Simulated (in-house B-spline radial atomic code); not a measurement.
**Ni¹¹⁺: density, ELF and screening along the radius**

Aim: the shell structure of Ni¹¹⁺ in the radial density, the electron localisation function and the screened nuclear charge, under several settings.

Method: several methods, spin-polarised, as named in each step; spherical all-electron atom at the radial basis limit. Code: in-house B-spline radial atomic code version 1.

## Step 1: The system

| Quantity | Value |
| --- | --- |
| element | nickel (Z = 28) |
| charge | +11 |
| electrons | 17 |
| configuration | [Ne] 3s2 3p5 |
| nucleus | point (non-relativistic runs) or finite (X2C runs) |

The outer shells:

[Ne] 3s2 3p5
```
[Ne] core
3s [↑↓]
3p [↑↓][↑↓][↑ ]
```

Where spins are not typed, each open shell is filled with up spins first.

## Step 2: PBE, X2C, [Ne] 3s2 3p5

Settings of the run:

```ini
Z = 28
electrons = 17.0
configuration = [Ne] 3s2 3p5
hamiltonian = x2c
method = pbe,pbe
spin_polarised = True
nucleus = fermi
rms_radius = 3.7757
mass_number = 58
atomic_mass = 57.93534165
speed_of_light = 137.035999084
```

The run is started by

```sh
$ python run_scf.py task.json out
```

The settings of every run stand in task.json; they run in order.

## Step 3: Hartree-Fock, X2C, [Ne] 3s2 3p5

Settings: those of step 2 with these lines changed.

```diff
@@ -4,3 +4,3 @@
 hamiltonian = x2c
-method = pbe,pbe
+method = hf
 spin_polarised = True
```

## Step 4: revTPSS, X2C, [Ne] 3s2 3p5

Settings: those of step 3 with these lines changed.

```diff
@@ -4,3 +4,3 @@
 hamiltonian = x2c
-method = hf
+method = revtpss,revtpss
 spin_polarised = True
```

## Step 5: PW91, X2C, [Ne] 3s2 3p5

Settings: those of step 4 with these lines changed.

```diff
@@ -4,3 +4,3 @@
 hamiltonian = x2c
-method = revtpss,revtpss
+method = pw91,pw91
 spin_polarised = True
```

## Step 6: PBE, non-rel., [Ne] 3s1 3p5 4d1

Settings of the run:

```ini
Z = 28
electrons = 17.0
configuration = [Ne] 3s1 3p5 4d1
hamiltonian = nr
method = pbe,pbe
spin_polarised = True
```

**Question.** How large is the system in each run, where do the shell borders lie, and what is the highest level?

The runs gave:

| run | total energy (hartree) | highest level (eV) | radius holding 50 / 90 / 99 % (bohr) | radius at n = 0.001 (bohr) | ELF minima on the full grid (bohr) |
| --- | --- | --- | --- | --- | --- |
| PBE, X2C, [Ne] 3s2 3p5 | -1471.2462 | -336.27 | 0.279 / 0.815 / 1.21 | 1.71 | 0.088, 0.35 |
| Hartree-Fock, X2C, [Ne] 3s2 3p5 | -1470.7015 | -351.21 | 0.278 / 0.816 / 1.21 | 1.71 | 0.088, 0.35 |
| revTPSS, X2C, [Ne] 3s2 3p5 | -1471.1822 | -336.34 | 0.279 / 0.815 / 1.21 | 1.71 | 0.088, 0.35 |
| PW91, X2C, [Ne] 3s2 3p5 | -1471.5721 | -336.47 | 0.278 / 0.815 / 1.21 | 1.71 | 0.088, 0.35 |
| PBE, non-rel., [Ne] 3s1 3p5 4d1 | -1449.9262 | -140.62 | 0.282 / 0.916 / 1.90 | 2.53 | 0.079, 0.36, 1.3 |

What this shows: In the first run ELF has 2 minima on the grid, which mark the borders between shells. On the record's full grid the screened charge (r times the electrostatic potential) falls from 27.9 near the nucleus to 11.00 at 2.3 bohr; far out it tends to the net charge, 11. The radius that holds 99 % of the electrons runs from 1.21 bohr (revTPSS, X2C, [Ne] 3s2 3p5) to 1.90 bohr (PBE, non-rel., [Ne] 3s1 3p5 4d1). The grid is coarse (about 19 % a step), so the places of minima are rough. For X2C runs ELF uses the non-relativistic kinetic energy density, and the fields carry no picture-change correction.
